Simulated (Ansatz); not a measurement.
# Se2: the cost of one run

All numbers are computed with Ansatz 0.2.0 through its Python package. Level of theory: r2SCAN/def2-TZVP.

## (1) The structure

Bond lengths: Se1–Se2 2.380 Å.

The script holds or builds the structure itself.

## (2) The code

Contents of freq_se2.py:

```python
import itertools

import ansatz as az
from ase.data import atomic_numbers, covalent_radii
import numpy as np

molecule = (
    az.Crystal.molecule()
    .atom('Se', [1.19, 0.0, 0.0])
    .atom('Se', [-1.19, 0.0, 0.0])
)

base = (
    molecule.calculation()
    .basis(gaussian='def2-TZVP')
    .functional('r2scan')
    .charge(-1)
    .spin('collinear', total=1)
)
symbols = [site.symbol for site in molecule.cartesian_sites]
start = np.array([site.position_ang for site in molecule.cartesian_sites], dtype=float)
r = base.relax(force_tolerance=0.003, max_steps=100).run(threads=1, backend='cpu').report
end = np.array(r['positions_ang'])

radius = [covalent_radii[atomic_numbers[s]] for s in symbols]
span = lambda where, i, j: np.linalg.norm(where[i] - where[j])
bonded = [(i, j) for i, j in itertools.combinations(range(len(symbols)), 2) if min(span(start, i, j), span(end, i, j)) < 1.2 * (radius[i] + radius[j])]
print('pair        before    after (A)')
for i, j in bonded:
    print(f'{symbols[i]}{i}-{symbols[j]}{j}'.ljust(10), f'{span(start, i, j):8.4f} {span(end, i, j):8.4f}')

minimum = az.Crystal.molecule()
for symbol, place in zip(symbols, end):
    minimum = minimum.atom(symbol, place.tolist())
vibrating = (
    minimum.calculation()
    .basis(gaussian='def2-TZVP')
    .functional('r2scan')
    .charge(-1)
    .spin('collinear', total=1)
    .phonons(temperatures=(298.15, 498.15, 100))
)
vib = vibrating.run(threads=1, backend='cpu').report['vibrations']
sums = vib['harmonic_sums']
modes = [m['omega_inv_cm'] for m in sums['modes_at_gamma'] if m['rigid_motion'] == 'no']
for number, w in enumerate(modes, start=1):
    print(f'mode {number:2d} {w:9.1f} 1/cm {w / 8065.544 * 1000:8.2f} meV')
print('imaginary modes:', sum(w < 0 for w in modes), ' zero-point energy:', round(sums['zero_point_energy_ev'], 4), 'eV')
print('T (K)   F_vib (eV)   S_vib (meV/K)   C_vib (meV/K)')
for row in zip(sums['temperatures_k'], sums['vibrational_free_energy_ev'], vib['entropy_ev_per_k'], vib['heat_capacity_ev_per_k']):
    print(f'{row[0]:6.1f} {row[1]:11.4f} {1000 * row[2]:13.4f} {1000 * row[3]:15.4f}')
```

## (3) What the engine is handed

The engine receives this input (first run):

```yaml
crystal:
  periodic: [false, false, false]
  atoms:
    - { symbol: Se, position_ang: [1.19, 0.0, 0.0] }
    - { symbol: Se, position_ang: [-1.19, 0.0, 0.0] }
basis:
  gaussian:
    orbitals: def2-TZVP
hamiltonian:
  xc: r2scan
magnetization:
  spin_polarized: true
  initial_magnetization: 1.0
total_charge: -1.0
relax:
  f_tol: 0.003
  max_steps: 100
```

## (4) Running it

On the command line:

```sh
$ python freq_se2.py
```

Q: Estimate wall time and peak memory on 1 thread of Arm Neoverse V1, shared host.

About 78 s, with a peak of 0.27 GiB.
